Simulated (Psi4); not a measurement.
# One shape, several levels: triplet CH5AlO2

Wanted: a comparison of 4 runs (U-wB97M-V/def2-SVP, UCAM-B3LYP/def2-SVP, UDSD-PBEP86/def2-SVP, UOMP2/def2-SVP) of triplet CH5AlO2. 

Program for the calculation: Psi4 1.11.

### Step 1. The structure to begin with

The species is CH5AlO2 (9 atoms), meant as a triplet with charge 0. As SMILES of the parent species, `C[Al](O)O`. The shape is that of a PBE0-D4/def2-TZVP optimisation. This is one conformer, not always the lowest. That shape belongs to the parent species and isn't relaxed for this state.

Bond lengths: C1–Al2 1.933 Å, Al2–O3 1.698 Å, Al2–O4 1.698 Å, C1–H5 1.093 Å, C1–H6 1.092 Å, C1–H7 1.094 Å, O3–H8 0.954 Å, O4–H9 0.955 Å. Some angles: C1–Al2–O3 118.6°, C1–Al2–O4 119.1°, O3–Al2–O4 122.3°, Al2–C1–H5 111.1°, Al2–C1–H6 111.7°, Al2–C1–H7 110.8°, Al2–O3–H8 125.6°, Al2–O4–H9 125.4°, H5–C1–H6 108.4°, H5–C1–H7 106.8°.

### Step 2. A single-point energy at U-wB97M-V/def2-SVP (run 1)

File calc.inp:

```
memory 2.2 GB

molecule geom {
  0 3
  C
  Al 1 r2
  O 2 r3 1 a3
  O 2 r4 3 a4 1 d4
  H 1 r5 2 a5 3 d5
  H 1 r6 5 a6 2 d6
  H 1 r7 6 a7 5 d7
  H 3 r8 2 a8 4 d8
  H 4 r9 2 a9 3 d9

  r2 = 1.9334
  r3 = 1.697645
  a3 = 118.62451
  r4 = 1.69786
  a4 = 122.31375
  d4 = -179.86856
  r5 = 1.093231
  a5 = 111.09246
  d5 = 50.69884
  r6 = 1.091765
  a6 = 108.41267
  d6 = -123.03645
  r7 = 1.093932
  a7 = 107.91429
  d7 = 115.273
  r8 = 0.954455
  a8 = 125.58357
  d8 = -0.37238
  r9 = 0.954573
  a9 = 125.38682
  d9 = 0.31744
  symmetry c1
}

set basis def2-SVP
set reference uks
set puream true
set e_convergence 1e-09
set d_convergence 1e-08
set scf_type pk
set dft_radial_points 99
set dft_spherical_points 590
set maxiter 100

energy("wb97m-v")
print_variables()
```

Started as:

```
$ psi4 -n 1 calc.inp calc.out
```

calc.out:

```text
[...]
  Running in c1 symmetry.
[...]
  Nuclear repulsion =  158.332905006524697
[...]
  Multiplicity = 3
[...]
  Nalpha       = 21
  Nbeta        = 19
[...]
    Number of basis functions: 85
[...]
   @UKS iter   1:  -433.15552017409726   -5.34289e-01   1.08861e-02 ADIIS/DIIS
[...]
   @UKS iter  32:  -433.51972801004860   -5.44560e-11   7.75464e-09 DIIS
[...]
   @S^2 Observed:                2.003414630E+00
[...]
    Orbital Energies [Eh]
    ---------------------
    Alpha Occupied:
       1A    -56.323658     2A    -19.302915     3A    -19.302657
       4A    -10.449219     5A     -4.310376     6A     -2.829510
       7A     -2.825908     8A     -2.823689     9A     -1.067109
      10A     -1.057214    11A     -0.907354    12A     -0.617814
      13A     -0.603790    14A     -0.595731    15A     -0.573914
      16A     -0.534077    17A     -0.450293    18A     -0.419716
      19A     -0.402860    20A     -0.393196    21A     -0.130170
    Alpha Virtual:
      22A      0.066619    23A      0.116533    24A      0.133270
      25A      0.150820    26A      0.156712    27A      0.188343
[...]
  @UKS Final Energy:  -433.51972801004860
   => Energetics <=
    Nuclear Repulsion Energy =            158.3329050065246975
    One-Electron Energy =                -912.9765591145164763
    Two-Electron Energy =                 352.5607477629246205
    DFT Exchange-Correlation Energy =     -31.6001553094047054
    Empirical Dispersion Energy =           0.0000000000000000
    VV10 Nonlocal Energy =                  0.1633336444233086
    Total Energy =                       -433.5197280100485955
[...]
 Multipole Moments:
 ------------------------------------------------------------------------------------
     Multipole            Electronic (a.u.)      Nuclear  (a.u.)        Total (a.u.)
 ------------------------------------------------------------------------------------
 L = 1.  Multiply by 2.5417464519 to convert [e a0] to [Debye]
 Dipole X            :          0.0012504            0.0241119            0.0253624
 Dipole Y            :          0.0500575           -0.0344912            0.0155664
 Dipole Z            :          2.2903159           -3.2037689           -0.9134530
 Magnitude           :                                                    0.9139376
[...]
```

Wall time 5.6 min (1 thread of Intel Xeon 6975P-C (Granite Rapids), shared host); peak memory 1.5 GiB.

### Step 3. Energy and forces at UCAM-B3LYP/def2-SVP (run 2)

File job.dat:

```
memory 2200 mb

molecule m {
  0 3
  C
  Al 1 r2
  O 2 r3 1 a3
  O 2 r4 3 a4 1 d4
  H 1 r5 2 a5 3 d5
  H 1 r6 5 a6 2 d6
  H 1 r7 6 a7 5 d7
  H 3 r8 2 a8 4 d8
  H 4 r9 2 a9 3 d9

  r2 = 1.9334
  r3 = 1.697645
  a3 = 118.62451
  r4 = 1.69786
  a4 = 122.31375
  d4 = -179.86856
  r5 = 1.093231
  a5 = 111.09246
  d5 = 50.69884
  r6 = 1.091765
  a6 = 108.41267
  d6 = -123.03645
  r7 = 1.093932
  a7 = 107.91429
  d7 = 115.273
  r8 = 0.954455
  a8 = 125.58357
  d8 = -0.37238
  r9 = 0.954573
  a9 = 125.38682
  d9 = 0.31744
  symmetry c1
}

set globals {
  reference uks
  puream true
  e_convergence 1e-09
  d_convergence 1e-08
  scf_type pk
  dft_radial_points 99
  dft_spherical_points 590
  maxiter 100
}

e_tot, wfn = gradient('cam-b3lyp/def2-SVP', return_wfn=True)
oeprop(wfn, 'MULLIKEN_CHARGES', 'WIBERG_LOWDIN_INDICES', 'MAYER_INDICES', title='CAM-B3LYP')
print_variables()
```

Started as:

```
$ psi4 -n 1 job.dat job.out
```

job.out:

```text
[...]
  Running in c1 symmetry.
[...]
  Nuclear repulsion =  158.332905006524697
[...]
  Multiplicity = 3
[...]
  Nalpha       = 21
  Nbeta        = 19
[...]
    Number of basis functions: 85
[...]
   @UKS iter   1:  -433.11815357878237   -3.86312e-01   1.19845e-02 ADIIS/DIIS
[...]
   @UKS iter  34:  -433.54724939325092   -6.65636e-11   5.60324e-09 DIIS
[...]
   @S^2 Observed:                2.004425784E+00
[...]
  @UKS Final Energy:  -433.54724939325092
   => Energetics <=
    Nuclear Repulsion Energy =            158.3329050065246975
    One-Electron Energy =                -913.0858033360730133
    Two-Electron Energy =                 353.2228619996906787
    DFT Exchange-Correlation Energy =     -32.0172130633932568
    Empirical Dispersion Energy =           0.0000000000000000
    VV10 Nonlocal Energy =                  0.0000000000000000
    Total Energy =                       -433.5472493932509224
[...]
 Multipole Moments:
 ------------------------------------------------------------------------------------
     Multipole            Electronic (a.u.)      Nuclear  (a.u.)        Total (a.u.)
 ------------------------------------------------------------------------------------
 L = 1.  Multiply by 2.5417464519 to convert [e a0] to [Debye]
 Dipole X            :          0.0246357            0.0241119            0.0487477
 Dipole Y            :          0.0683643           -0.0344912            0.0338731
 Dipole Z            :          2.3145891           -3.2037689           -0.8891798
 Magnitude           :                                                    0.8911591
[...]
  -Total Gradient:
     Atom            X                  Y                   Z
    ------   -----------------  -----------------  -----------------
       1       -0.000752285562     0.001665198248     0.130100454766
       2        0.004680852271     0.001659411183    -0.091847146763
       3       -0.001027295267     0.010503848263     0.023795977954
       4       -0.001086728825    -0.014293689556     0.023057758751
       5        0.017501308286     0.011392661134    -0.020142385399
       6        0.003322603430    -0.019065761951    -0.019941084591
       7       -0.021714390906     0.006914017232    -0.019645089746
       8       -0.000437515071    -0.000781967271    -0.012115289566
       9       -0.000487244250     0.002003896595    -0.013279348233
[...]
```

Wall time 52 s (1 thread of Intel Xeon 6975P-C (Granite Rapids), shared host); peak memory 1.3 GiB.

Run 3 isn't shown in full; the table further down has it.

### Step 4. The energy at UOMP2/def2-SVP (density fitting for correlation) (run 4)

File ch5alo2.in:

```
memory 2.2 GB

molecule {
  0 3
  C
  Al 1 1.9334
  O 2 1.697645 1 118.62451
  O 2 1.69786 3 122.31375 1 -179.86856
  H 1 1.093231 2 111.09246 3 50.69884
  H 1 1.091765 5 108.41267 2 -123.03645
  H 1 1.093932 6 107.91429 5 115.273
  H 3 0.954455 2 125.58357 4 -0.37238
  H 4 0.954573 2 125.38682 3 0.31744
  units angstrom
  symmetry c1
}

set {
  reference uhf
  puream true
  e_convergence 1e-09
  d_convergence 1e-08
  scf_type pk
  num_frozen_docc 8
  maxiter 100
}

energy_value, wavefunction = energy("omp2/def2-SVP", return_wfn=True)
```

Started as:

```
$ psi4 -i ch5alo2.in -o ch5alo2.out -n 1
```

ch5alo2.out:

```text
[...]
  Running in c1 symmetry.
[...]
  Nuclear repulsion =  158.332905006524697
[...]
  Multiplicity = 3
[...]
  Nalpha       = 21
  Nbeta        = 19
[...]
    Number of basis functions: 85
[...]
   @UHF iter   1:  -431.81013260962055   -9.11668e-01   8.47008e-03 ADIIS/DIIS
[...]
   @UHF iter  21:  -432.05838685095534   -3.06954e-12   7.53233e-09 DIIS
[...]
   @S^2 Observed:                2.012075363E+00
[...]
    Orbital Energies [Eh]
    ---------------------
    Alpha Occupied:
       1A    -58.501331     2A    -20.513187     3A    -20.512283
       4A    -11.336136     5A     -4.930195     6A     -3.251530
       7A     -3.244884     8A     -3.244626     9A     -1.273640
      10A     -1.262902    11A     -1.073789    12A     -0.699418
      13A     -0.673769    14A     -0.659091    15A     -0.647567
      16A     -0.625326    17A     -0.527939    18A     -0.487124
      19A     -0.480320    20A     -0.461095    21A     -0.120021
    Alpha Virtual:
      22A      0.080529    23A      0.149326    24A      0.176183
      25A      0.191187    26A      0.195048    27A      0.230750
[...]
  @UHF Final Energy:  -432.05838685095534
   => Energetics <=
    Nuclear Repulsion Energy =            158.3329050065246975
    One-Electron Energy =                -912.7508894601677412
    Two-Electron Energy =                 322.3595976026876997
    Total Energy =                       -432.0583868509553440
  UHF NO Occupations:
  HONO-2 :   19  A 1.9974900
  HONO-1 :   20  A 1.0000000
[...]
 Multipole Moments:
 ------------------------------------------------------------------------------------
     Multipole            Electronic (a.u.)      Nuclear  (a.u.)        Total (a.u.)
 ------------------------------------------------------------------------------------
 L = 1.  Multiply by 2.5417464519 to convert [e a0] to [Debye]
 Dipole X            :         -0.2515819            0.0241119           -0.2274699
 Dipole Y            :          0.0542284           -0.0344912            0.0197372
 Dipole Z            :          2.2494014           -3.2037689           -0.9543675
 Magnitude           :                                                    0.9812999
[...]
	Warning: cc_lambda option is changed to TRUE
	For this residual convergence, default PCG convergence is:     1.00e-07
[...]
	DF-SCS-MP2 Total Energy (a.u.)     :  -432.61479222016959
	DF-SOS-MP2 Total Energy (a.u.)     :  -432.60798846592144
[...]
	DF-SCS-OMP2 Total Energy (a.u.)    :  -432.62206480056511
	DF-SOS-OMP2 Total Energy (a.u.)    :  -432.57092191910959
	DF-SCS(N)-OMP2 Total Energy (a.u.) :  -432.31791613619754
[...]
	DF-OMP2 Total Energy (a.u.)        :  -432.63717719744602
[...]
```

It took 48 s on 1 thread of Intel Xeon 6975P-C (Granite Rapids), shared host; peak memory 0.28 GiB.

### Step 5. All runs side by side

| run | level | task | properties | energy (Eh) | HOMO energy (eV) | ⟨S²⟩ | wall time |
| --- | --- | --- | --- | --- | --- | --- | --- |
| 1 | U-wB97M-V/def2-SVP | energy | – | -433.519728 | -3.54 | 2.003 | 5.6 min |
| 2 | UCAM-B3LYP/def2-SVP | gradient | (mulliken, wiberg, mayer) | -433.547249 | -2.94 | 2.004 | 52 s |
| 3 | UDSD-PBEP86/def2-SVP (density fitting for correlation) | energy | – | -432.971077 | -2.94 | 2.009 | 24 s |
| 4 | UOMP2/def2-SVP (density fitting for correlation) | energy | – | -432.637177 | -3.27 | 2.012 | 48 s |

### Step 6. Results

| quantity | value |
| --- | --- |
| run 4: total energy | -432.63718 Eh |
| run 4: HOMO energy (Hartree–Fock orbitals) (highest over α and β) | -3.27 eV |
| run 4: LUMO energy (Hartree–Fock orbitals) (lowest over α and β) | -2.49 eV |
| run 4: correlation energy (8 core orbitals frozen) | -578.8 mEh |
| run 4: ⟨S²⟩ of the reference determinant | 2.012 |

What this shows: Totals of different functionals can't be ranked against each other. All runs together took 7.7 min, the longest 5.6 min.
